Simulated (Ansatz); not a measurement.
# GeH2Si: the cost of one run

Program: Ansatz 0.2.0, Gaussian basis. Level of theory: cc-pVTZ, core rule «outside noble gas», up to 19 orbitals frozen. These are calculated values, not measurements.

Plan: UHF; CCSD(T) on RHF; CCSD(T) on UHF; BCCD(T) on RHF; CCSDT(Q) on RHF; CCSDT(Q) on UHF; CASSCF and NEVPT2, 2 electrons in 2 orbitals; CASSCF and NEVPT2, 10 electrons in 10 orbitals.

### 1 The geometry

The geometry derives from a PBE0/def2-TZVP stationary point (not a proven minimum). One bond is set to the value named and the two fragments are kept rigid. No spin-orbit coupling is included. The filled d shell of Ge may be among the frozen orbitals whatever the setting's name suggests.

4 atoms, charge 0, spin multiplicity 1.

Atoms are counted from 1 here; the program's logs count them from 0.

Bond lengths: Si1–Ge2 2.151 Å, Si1–H3 1.691 Å, Ge2–H3 1.746 Å, Ge2–H4 1.541 Å. Angles: Ge2–Si1–H3 52.4°, Si1–Ge2–H3 50.1°, Si1–Ge2–H4 159.6°, H3–Ge2–H4 109.5°, Si1–H3–Ge2 77.4°.

Geometry (Å):

```
Si    0.0000   -0.0039    1.5661
Ge    0.0000   -0.0238   -0.5845
H     0.0000    1.3266    0.5226
H     0.0000    0.5003   -2.0341
```

### 2 UHF

in.yaml reads:

```yaml
crystal:
  periodic: [false, false, false]
  atoms:
    - {symbol: Si, position_ang: [0.000000, -0.003907, 1.566064]}
    - {symbol: Ge, position_ang: [0.000000, -0.023839, -0.584529]}
    - {symbol: H, position_ang: [0.000000, 1.326646, 0.522598]}
    - {symbol: H, position_ang: [0.000000, 0.500279, -2.034109]}
basis:
  gaussian: {orbitals: cc-pVTZ}
magnetization: {spin_polarized: true, initial_magnetization: 0}
hamiltonian: {xc: hf}
output: {orbitals: {seedname: orbitals}}
```

Launch:

```bash
$ ansatz run in.yaml --threads 1 --pin off --events-out ev --progress --plain --max-ram 2816MiB --backend cpu
```

**Question.** How long does this run take on 1 thread of AMD EPYC 7R13, shared host, and how much memory does it need?

About 9 s, with a peak of 0.37 GiB.
